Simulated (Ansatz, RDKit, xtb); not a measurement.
**Isomers of C4H8GeO, a sample narrowed down**

A sample of isomers of C4H8GeO is drawn. Aim: find which of them has the lowest free energy at 298.15 K, then its properties. The sample is small against all isomers, and the most stable one of this formula need not be in it.

Plan: many cheap relaxations first (GFN2-xTB), then density-functional screening, relaxation at PBE0-D3(BJ)/def2-SVP, vibrations (at GFN2-xTB) and a final energy. The numbers are computed, not measured.

### 1 Candidates

Isomers were taken from a list of plausible structures; this is a sample, not all of them. That gives 3 candidates.

```
label                    SMILES     spin
 c114  O=C[C@@H]1C[C@@H]1[GeH3]  singlet
 c782        O=C[C]1([GeH3])CC1  singlet
 c931   O=C[C@@H]1C[C@H]1[GeH3]  singlet
```

Candidates are built by distance geometry, with a force field where one applies, in up to four conformers (letters a to d).

### 2 Search with GFN2-xTB

All 6 starts are relaxed the same way. One of them, c114a (taken from a list of positional isomers, embedded by distance geometry and UFF), in full:

Contents of start.xyz:

```xyz
14
c114a
C     -1.441702     1.745508     0.617181
C     -0.267913     0.774725     0.778861
C     -0.237019    -0.326632    -0.244873
C     -0.609920    -0.654051     1.111829
Ge    -2.538067    -1.170135     1.305993
O     -1.870785     2.376444     1.544653
H     -1.871661     1.918680    -0.386023
H      0.696120     1.130056     1.190181
H      0.800635    -0.617740    -0.504201
H     -1.039554    -0.351894    -0.990032
H      0.140781    -1.224178     1.743968
H     -3.020682    -0.780398     2.691452
H     -3.370973    -0.458307     0.222299
H     -2.672399    -2.689850     1.105153
```

Started as:

```
xtb start.xyz --gfn 2 --opt
```

Standard output (excerpt; [...] marks lines left out):

```text
* xtb version 6.7.1
[...]
          :  # basis functions                  38          :
[...]
          :  # electrons                        34          :
[...]
          :  Hamiltonian                  GFN2-xTB          :
[...]
          :  net charge                          0          :
          :  unpaired electrons                  0          :
[...]
   *** convergence criteria satisfied after 12 iterations ***
[...]
   *** GEOMETRY OPTIMIZATION CONVERGED AFTER 27 ITERATIONS ***
[...]
   *** convergence criteria satisfied after 3 iterations ***
[...]
         ::                     SUMMARY                     ::
         :::::::::::::::::::::::::::::::::::::::::::::::::::::
         :: total energy             -18.576717427019 Eh    ::
         :: gradient norm              0.000440287766 Eh/a0 ::
         :: HOMO-LUMO gap              3.782326162918 eV    ::
         ::.................................................::
         :: SCC energy               -18.797292108823 Eh    ::
         :: -> isotropic ES            0.021565003141 Eh    ::
         :: -> anisotropic ES          0.001846064644 Eh    ::
         :: -> anisotropic XC          0.006962818033 Eh    ::
         :: -> dispersion             -0.009014584886 Eh    ::
         :: repulsion energy           0.220574681804 Eh    ::
         :: add. restraining           0.000000000000 Eh    ::
         :: total charge              -0.000000000000 e     ::
         :::::::::::::::::::::::::::::::::::::::::::::::::::::
[...]
        17        2.0000           -0.4058462             -11.0436 (HOMO)
        18                         -0.2668483              -7.2613 (LUMO)
[...]
     #   Z          covCN         q      C6AA      α(0)
     1   6 C        2.758     0.215    23.462     7.932
     2   6 C        3.862    -0.041    21.271     6.559
     3   6 C        3.815    -0.054    21.529     6.604
     4   6 C        3.769    -0.057    21.638     6.629
     5  32 Ge       3.719     0.089   170.049    23.411
     6   8 O        0.856    -0.333    20.381     6.053
     7   1 H        0.920     0.023     2.690     2.565
     8   1 H        0.925     0.055     2.260     2.351
     9   1 H        0.926     0.048     2.341     2.393
    10   1 H        0.925     0.047     2.356     2.400
    11   1 H        0.925     0.041     2.429     2.437
    12   1 H        0.940    -0.008     3.206     2.799
    13   1 H        0.939    -0.013     3.294     2.838
    14   1 H        0.939    -0.012     3.273     2.829
[...]
     #   Z sym  total        # sym  WBO       # sym  WBO       # sym  WBO
 ---------------------------------------------------------------------------
     1   6 C    3.926 --     6 O    1.882     2 C    1.070     7 H    0.904
     2   6 C    3.951 --     1 C    1.070     8 H    0.965     3 C    0.924
                             4 C    0.906
     3   6 C    3.952 --     4 C    1.000     9 H    0.976    10 H    0.973
                             2 C    0.924
     4   6 C    3.933 --     3 C    1.000    11 H    0.965     2 C    0.906
                             5 Ge   0.878
     5  32 Ge   3.580 --     4 C    0.878    14 H    0.867    13 H    0.865
                            12 H    0.864
     6   8 O    2.101 --     1 C    1.882
     7   1 H    0.999 --     1 C    0.904
     8   1 H    0.997 --     2 C    0.965
     9   1 H    0.998 --     3 C    0.976
[...]
molecular dipole:
                 x           y           z       tot (Debye)
 q only:        0.048      -1.143      -0.374
   full:        0.395      -1.177      -0.482       3.386
molecular quadrupole (traceless):
[...]
          | TOTAL ENERGY              -18.576717427019 Eh   |
          | GRADIENT NORM               0.000440287766 Eh/α |
          | HOMO-LUMO GAP               3.782326162918 eV   |
           -------------------------------------------------
[...]
```

Run time: 2.1 s. Hardware: 2 threads of Intel Xeon at 2.50GHz (Skylake/Cascade Lake), shared host.

### 3 What the search left

6 of the 6 relaxations converged; 1 ended on a minimum already found. 5 distinct structures remain:

```
label  start              SMILES after     spin  energy (kcal/mol)
c782a  drawn        O=C[C]1([GeH3])CC1  singlet                0.0
c114a  drawn  O=C[C@@H]1C[C@@H]1[GeH3]  singlet                3.6
c931a  drawn   O=C[C@@H]1C[C@H]1[GeH3]  singlet                4.3
c782b  drawn        O=C[C]1([GeH3])CC1  singlet                4.6
c931b  drawn   O=C[C@@H]1C[C@H]1[GeH3]  singlet                4.7
```

### 4 Single points on the low minima

A choice of the minima (the low ones first, few conformers of a pattern, up to a cap) and the lowest that fell apart get a single point at r2SCAN-D4/def2-SVP on the tight-binding geometry, and one at HF/STO-3G for comparison. The lowest singlets are also tried as triplets at the same geometry (label ending in t). The first, c782a:

Contents of input.yaml:

```yaml
basis:
  gaussian: {orbitals: def2-SVP}
crystal:
  periodic: [false, false, false]
  atoms:
    - symbol: C
      position_ang: [-2.396686, -0.847088, 0.028010]
    - symbol: C
      position_ang: [-1.096781, -0.304303, 0.393414]
    - symbol: C
      position_ang: [-0.482787, 0.759468, -0.493237]
    - symbol: C
      position_ang: [-1.012950, 1.143194, 0.831663]
    - symbol: Ge
      position_ang: [-0.031047, -1.736584, 1.226077]
    - symbol: O
      position_ang: [-2.669704, -2.003725, 0.240309]
    - symbol: H
      position_ang: [-3.123583, -0.162560, -0.449769]
    - symbol: H
      position_ang: [-0.692934, -2.244746, 2.457042]
    - symbol: H
      position_ang: [1.292158, -1.137883, 1.606335]
    - symbol: H
      position_ang: [0.209261, -2.845029, 0.263685]
    - symbol: H
      position_ang: [0.588284, 0.715020, -0.631264]
    - symbol: H
      position_ang: [-1.029174, 1.052863, -1.378312]
    - symbol: H
      position_ang: [-0.315624, 1.370444, 1.625340]
    - symbol: H
      position_ang: [-1.934543, 1.705804, 0.879775]
total_charge: 0
magnetization: {spin_polarized: false}
hamiltonian: {xc: {name: r2SCAN}, dispersion: d4}
scf: {lower_state_search: "off"}
output: {orbitals: {seedname: orbitals}}
```

Started as:

```
ansatz run input.yaml --threads 2 --pin off --max-ram 5220MiB --events-out events.jsonl --progress --plain --runs-dir runs
```

Standard output (excerpt; [...] marks lines left out):

```text
Warning: RAYON_NUM_THREADS=2 ignored (pool sized by the plan → 2); use --threads N
Functional definition: r2SCAN
  name "r2SCAN"
[...]
1590 factors; their error is unknown
[...]
mean field -62826.83009540 eV, -2308.8434204510 hartree, gradient 7.8e-6 eV, S^2 0.000000; 0 other end points of the search recorded, 0 dependent functions left out
reference -62826.83010629 eV, -2308.8434208510 hartree; 36, 36 occupied and 106, 106 virtual orbitals, 1590 factors
Total energy: -62826.91437210 eV, -2308.8465175624 hartree
Checks for a lower state left out: stability, starts, cluster_reference, orbital_swaps, neighbouring_geometries, increment
```

It took 7.9 s on 2 threads of Intel Xeon at 2.50GHz (Skylake/Cascade Lake), shared host; peak memory 0.2 GiB.

Relative energies in kcal/mol, each column from its lowest structure that stays in one piece:

```
 label                    SMILES     spin  GFN2-xTB  HF/STO-3G  r2SCAN-D4/def2-SVP
 c782a        O=C[C]1([GeH3])CC1  singlet       0.0        1.8                 0.0
 c931b   O=C[C@@H]1C[C@H]1[GeH3]  singlet       4.7        0.5                 0.4
 c931a   O=C[C@@H]1C[C@H]1[GeH3]  singlet       4.3        0.0                 0.9
 c782b        O=C[C]1([GeH3])CC1  singlet       4.6        3.1                 1.4
 c114a  O=C[C@@H]1C[C@@H]1[GeH3]  singlet       3.6        2.5                 2.7
c931bt   O=C[C@@H]1C[C@H]1[GeH3]  triplet         –          –                83.7
c782at        O=C[C]1([GeH3])CC1  triplet         –          –                87.0
```

### 5 Third filter: density-functional geometries

3 candidates are relaxed at PBE0-D3(BJ)/def2-SVP (chosen among the lowest in one piece, one conformer a pattern). The first, c782a:

Contents of input.yaml:

```yaml
basis:
  gaussian: {orbitals: def2-SVP}
crystal:
  periodic: [false, false, false]
  atoms:
    - {symbol: C, position_ang: [-2.396686, -0.847088, 0.028010]}
    - {symbol: C, position_ang: [-1.096781, -0.304303, 0.393414]}
    - {symbol: C, position_ang: [-0.482787, 0.759468, -0.493237]}
    - {symbol: C, position_ang: [-1.012950, 1.143194, 0.831663]}
    - {symbol: Ge, position_ang: [-0.031047, -1.736584, 1.226077]}
    - {symbol: O, position_ang: [-2.669704, -2.003725, 0.240309]}
    - {symbol: H, position_ang: [-3.123583, -0.162560, -0.449769]}
    - {symbol: H, position_ang: [-0.692934, -2.244746, 2.457042]}
    - {symbol: H, position_ang: [1.292158, -1.137883, 1.606335]}
    - {symbol: H, position_ang: [0.209261, -2.845029, 0.263685]}
    - {symbol: H, position_ang: [0.588284, 0.715020, -0.631264]}
    - {symbol: H, position_ang: [-1.029174, 1.052863, -1.378312]}
    - {symbol: H, position_ang: [-0.315624, 1.370444, 1.625340]}
    - {symbol: H, position_ang: [-1.934543, 1.705804, 0.879775]}
hamiltonian: {xc: pbe0, dispersion: d3bj}
scf: {lower_state_search: "off"}
relax: {f_tol: 0.006}
```

Started as:

```
ansatz run input.yaml --threads 2 --pin off --max-ram 5220MiB --events-out events.jsonl --progress --plain --runs-dir runs
```

Standard output (excerpt; [...] marks lines left out):

```text
Warning: RAYON_NUM_THREADS=2 ignored (pool sized by the plan → 2); use --threads N
[...]
Functional definition: PBE0
  name "PBE0"
[...]
1587 factors; integrals over basis functions are off by at most 3.8e-4 eV
[...]
mean field -62816.25655325 eV, -2308.4548499438 hartree, gradient 2.4e-6 eV, S^2 0.000000; 0 other end points of the search recorded, 0 dependent functions left out
[...]
reference -62816.25658252 eV, -2308.4548510196 hartree; 36, 36 occupied and 106, 106 virtual orbitals, 1587 factors
relax step   1: F+E_penalty+E_count = -62816.55341328 eV  Δ(F+E_penalty+E_count) = +0.000e0 eV  max|allowed force component| = 7.660e-1 eV/Å  Δτ_max = 0.0000 Å  (15 SCF iters, accepted)
[...]
relax step   6: F+E_penalty+E_count = -62816.68382949 eV  Δ(F+E_penalty+E_count) = -3.617e-4 eV  max|allowed force component| = 1.304e-2 eV/Å  Δτ_max = 0.0127 Å  (23 SCF iters, accepted)
[...]
Atom 5 at    -2.843090    -1.952622     0.156670 Å, force    -0.000245     0.001403    -0.000339 eV/Å
Atom 6 at    -3.092886    -0.048140    -0.483096 Å, force     0.000129     0.000218    -0.000330 eV/Å
Atom 7 at    -0.634483    -2.237265     2.531077 Å, force     0.000410     0.000142     0.000200 eV/Å
Atom 8 at     1.353619    -1.027396     1.584305 Å, force    -0.000204     0.000360    -0.000488 eV/Å
Atom 9 at     0.280529    -2.877156     0.265581 Å, force    -0.000004    -0.000340     0.000238 eV/Å
Atom 10 at     0.596470     0.680715    -0.629936 Å, force     0.000124     0.000320     0.000662 eV/Å
Atom 11 at    -1.050403     1.016303    -1.371761 Å, force     0.000637     0.000870     0.000512 eV/Å
Atom 12 at    -0.319797     1.332290     1.653064 Å, force     0.000483    -0.000140    -0.000356 eV/Å
Atom 13 at    -1.957060     1.661003     0.887204 Å, force     0.000805     0.000478    -0.000066 eV/Å
Dipole moment:     0.240450     0.577506    -0.067514 e Å
Checks for a lower state left out: stability, starts, cluster_reference, orbital_swaps, neighbouring_geometries, increment
```

Wall time 1.9 min (2 threads of Intel Xeon at 2.50GHz (Skylake/Cascade Lake), shared host); peak memory 0.39 GiB.

Energy change by step (eV): 0.0000, -0.1122, -0.1272, -0.1217, -0.1301, -0.1304, -0.1304.

After the run. Bond lengths: C1–C2 1.478 Å, C2–C3 1.521 Å, C2–C4 1.521 Å, C3–C4 1.478 Å, C2–Ge5 1.954 Å, C1–O6 1.204 Å, C1–H7 1.125 Å, Ge5–H8 1.535 Å, Ge5–H9 1.544 Å, Ge5–H10 1.535 Å, C3–H11 1.093 Å, C3–H12 1.095 Å, C4–H13 1.093 Å, C4–H14 1.095 Å. Some angles: C1–C2–C3 115.7°, C1–C2–C4 115.8°, C1–C2–Ge5 114.3°, C3–C2–C4 58.1°, C3–C2–Ge5 120.8°, C4–C2–Ge5 120.8°, C2–C1–O6 124.5°, C2–C3–C4 60.9°, C2–C4–C3 60.9°, C2–C1–H7 114.8°.

### 6 Ranking at PBE0-D3(BJ)/def2-SVP

```
label     spin  r2SCAN-D4/def2-SVP (kcal/mol)  PBE0-D3(BJ)/def2-SVP, relaxed (kcal/mol)     time
c782a  singlet                            0.0                                       0.0  1.9 min
c931b  singlet                            0.4                                       1.4  2.7 min
c114a  singlet                            2.7                                       3.4  2.8 min
```

c782a: Bond lengths: C1–C2 1.478 Å, C2–C3 1.521 Å, C2–C4 1.521 Å, C3–C4 1.478 Å, C2–Ge5 1.954 Å, C1–O6 1.204 Å, C1–H7 1.125 Å, Ge5–H8 1.535 Å, Ge5–H9 1.544 Å, Ge5–H10 1.535 Å, C3–H11 1.093 Å, C3–H12 1.095 Å, C4–H13 1.093 Å, C4–H14 1.095 Å. Some angles: C1–C2–C3 115.7°, C1–C2–C4 115.8°, C1–C2–Ge5 114.3°, C3–C2–C4 58.1°, C3–C2–Ge5 120.8°, C4–C2–Ge5 120.8°, C2–C1–O6 124.5°, C2–C3–C4 60.9°, C2–C4–C3 60.9°, C2–C1–H7 114.8°.

c931b: Bond lengths: C1–C2 1.483 Å, C2–C3 1.513 Å, C2–C4 1.520 Å, C3–C4 1.486 Å, C4–Ge5 1.942 Å, C1–O6 1.205 Å, C1–H7 1.120 Å, C2–H8 1.094 Å, C3–H9 1.094 Å, C3–H10 1.094 Å, C4–H11 1.096 Å, Ge5–H12 1.539 Å, Ge5–H13 1.542 Å, Ge5–H14 1.539 Å. Some angles: C1–C2–C3 117.0°, C1–C2–C4 116.8°, C3–C2–C4 58.7°, C2–C1–O6 123.9°, C2–C3–C4 60.9°, C2–C4–C3 60.4°, C2–C4–Ge5 119.7°, C3–C4–Ge5 121.7°, C1–C2–H8 115.7°, C3–C2–H8 117.8°.

c114a: Bond lengths: C1–C2 1.478 Å, C2–C3 1.509 Å, C2–C4 1.522 Å, C3–C4 1.490 Å, C4–Ge5 1.953 Å, C1–O6 1.202 Å, C1–H7 1.125 Å, C2–H8 1.094 Å, C3–H9 1.093 Å, C3–H10 1.096 Å, C4–H11 1.095 Å, Ge5–H12 1.539 Å, Ge5–H13 1.540 Å, Ge5–H14 1.539 Å. Some angles: C1–C2–C3 118.6°, C1–C2–C4 119.9°, C3–C2–C4 58.9°, C2–C1–O6 124.8°, C2–C3–C4 61.0°, C2–C4–C3 60.1°, C2–C4–Ge5 124.4°, C3–C4–Ge5 122.4°, C1–C2–H8 113.5°, C3–C2–H8 118.2°.

### 7 Vibrations and thermal terms

The lowest few in one piece go on as finalists. In this search the thermal terms come from GFN2-xTB at its own nearest minimum. The first, c782a:

Contents of start.xyz:

```xyz
14
c782a
C     -2.441373    -0.828171    -0.000734
C     -1.100505    -0.354006     0.402720
C     -0.486121     0.720722    -0.481341
C     -1.018373     1.099132     0.844794
Ge     0.017363    -1.720534     1.240520
O     -2.843090    -1.952622     0.156670
H     -3.092886    -0.048140    -0.483096
H     -0.634483    -2.237265     2.531077
H      1.353619    -1.027396     1.584305
H      0.280529    -2.877156     0.265581
H      0.596470     0.680715    -0.629936
H     -1.050403     1.016303    -1.371761
H     -0.319797     1.332290     1.653064
H     -1.957060     1.661003     0.887204
```

Started as:

```
xtb start.xyz --gfn 2 --ohess tight
```

Standard output (excerpt; [...] marks lines left out):

```text
* xtb version 6.7.1
[...]
          :  # basis functions                  38          :
[...]
          :  # electrons                        34          :
[...]
          :  Hamiltonian                  GFN2-xTB          :
[...]
          :  net charge                          0          :
          :  unpaired electrons                  0          :
[...]
   *** convergence criteria satisfied after 12 iterations ***
[...]
   *** GEOMETRY OPTIMIZATION CONVERGED AFTER 7 ITERATIONS ***
[...]
   *** convergence criteria satisfied after 3 iterations ***
[...]
         ::                     SUMMARY                     ::
         :::::::::::::::::::::::::::::::::::::::::::::::::::::
         :: total energy             -18.582470473303 Eh    ::
         :: gradient norm              0.000415535284 Eh/a0 ::
         :: HOMO-LUMO gap              3.772360392004 eV    ::
         ::.................................................::
         :: SCC energy               -18.804513147436 Eh    ::
         :: -> isotropic ES            0.019979762104 Eh    ::
         :: -> anisotropic ES          0.003185811292 Eh    ::
         :: -> anisotropic XC          0.007266781313 Eh    ::
         :: -> dispersion             -0.009194342564 Eh    ::
         :: repulsion energy           0.222042674133 Eh    ::
         :: add. restraining           0.000000000000 Eh    ::
         :: total charge              -0.000000000000 e     ::
         :::::::::::::::::::::::::::::::::::::::::::::::::::::
[...]
        17        2.0000           -0.4054750             -11.0335 (HOMO)
        18                         -0.2668433              -7.2612 (LUMO)
[...]
molecular dipole:
                 x           y           z       tot (Debye)
 q only:        0.626       0.838       0.013
   full:        0.340       1.284      -0.228       3.427
molecular quadrupole (traceless):
[...]
          | TOTAL ENERGY              -18.582470473305 Eh   |
          | TOTAL ENTHALPY            -18.472799797959 Eh   |
          | TOTAL FREE ENERGY         -18.514038958686 Eh   |
          | GRADIENT NORM               0.000415553488 Eh/α |
[...]
```

Run time: 0.84 s. Hardware: 2 threads of Intel Xeon at 2.50GHz (Skylake/Cascade Lake), shared host; peak memory 0.11 GiB.

### 8 Thermal terms of the finalists

As xtb prints them, at 298.15 K, with its own treatment of low modes:

```
label                    SMILES     spin  lowest mode (cm⁻¹)  zero-point (kcal/mol)  G − E (kcal/mol)
c782a        O=C[C]1([GeH3])CC1  singlet                 108                   63.3              42.9
c931b   O=C[C@@H]1C[C@H]1[GeH3]  singlet                  76                   63.2              42.2
c114a  O=C[C@@H]1C[C@@H]1[GeH3]  singlet                  79                   63.3              42.9
```

### 9 The final energy

Single points at CCSD(T)/def2-SVP + MP2/def2-TZVPP - MP2/def2-SVP on the refined geometries decide the order.

c782a, CCSD(T)/def2-SVP:

Contents of input.yaml:

```yaml
crystal:
  periodic: [false, false, false]
  atoms:
    - symbol: C
      position_ang: [-2.441373, -0.828171, -0.000734]
    - symbol: C
      position_ang: [-1.100505, -0.354006, 0.402720]
    - symbol: C
      position_ang: [-0.486121, 0.720722, -0.481341]
    - symbol: C
      position_ang: [-1.018373, 1.099132, 0.844794]
    - symbol: Ge
      position_ang: [0.017363, -1.720534, 1.240520]
    - symbol: O
      position_ang: [-2.843090, -1.952622, 0.156670]
    - symbol: H
      position_ang: [-3.092886, -0.048140, -0.483096]
    - symbol: H
      position_ang: [-0.634483, -2.237265, 2.531077]
    - symbol: H
      position_ang: [1.353619, -1.027396, 1.584305]
    - symbol: H
      position_ang: [0.280529, -2.877156, 0.265581]
    - symbol: H
      position_ang: [0.596470, 0.680715, -0.629936]
    - symbol: H
      position_ang: [-1.050403, 1.016303, -1.371761]
    - symbol: H
      position_ang: [-0.319797, 1.332290, 1.653064]
    - symbol: H
      position_ang: [-1.957060, 1.661003, 0.887204]
basis:
  gaussian:
    orbitals: def2-SVP
correlation:
  method: ccsd_t
  frozen_orbitals: {H: 0, Ge: 9, C: 1, O: 1}
```

Started as:

```
ansatz run input.yaml --threads 2 --pin off --max-ram 5220MiB --events-out events.jsonl --progress --plain --runs-dir runs
```

Standard output (excerpt; [...] marks lines left out):

```text
Warning: RAYON_NUM_THREADS=2 ignored (pool sized by the plan → 2); use --threads N
Functional definition: HF
  name "HF"
[...]
1436 factors; integrals over basis functions are off by at most 1.3e-3 eV
[...]
mean field -62746.11669123 eV, -2305.8772575571 hartree, gradient 1.3e-6 eV, S^2 0.000000; 0 other end points of the search recorded, 0 dependent functions left out
14 core orbitals not correlated: weight in the atoms' cores, before any rotation towards them, 1.000 or more for the frozen orbitals, at most 0.000 for the correlated occupied ones
reference -62746.11669123 eV, -2305.8772575571 hartree; 22, 22 occupied and 106, 106 virtual orbitals, 1436 factors
second order -26.11523921 eV of doubles, -0.00000000 eV of singles
cycle   1  -26.35383283 eV  change   -2.4e-1 eV  update   1.3e-1
[...]
cycle   9  -27.32688698 eV  change   -2.8e-5 eV  update   3.0e-5
perturbative correction -0.93291567 eV, -0.0342840185 hartree
Total energy: -62774.37649388 eV, -2306.9157861494 hartree
```

It took 87 s on 2 threads of Intel Xeon at 2.50GHz (Skylake/Cascade Lake), shared host; peak memory 1.2 GiB.

[end of part 1 of 2]
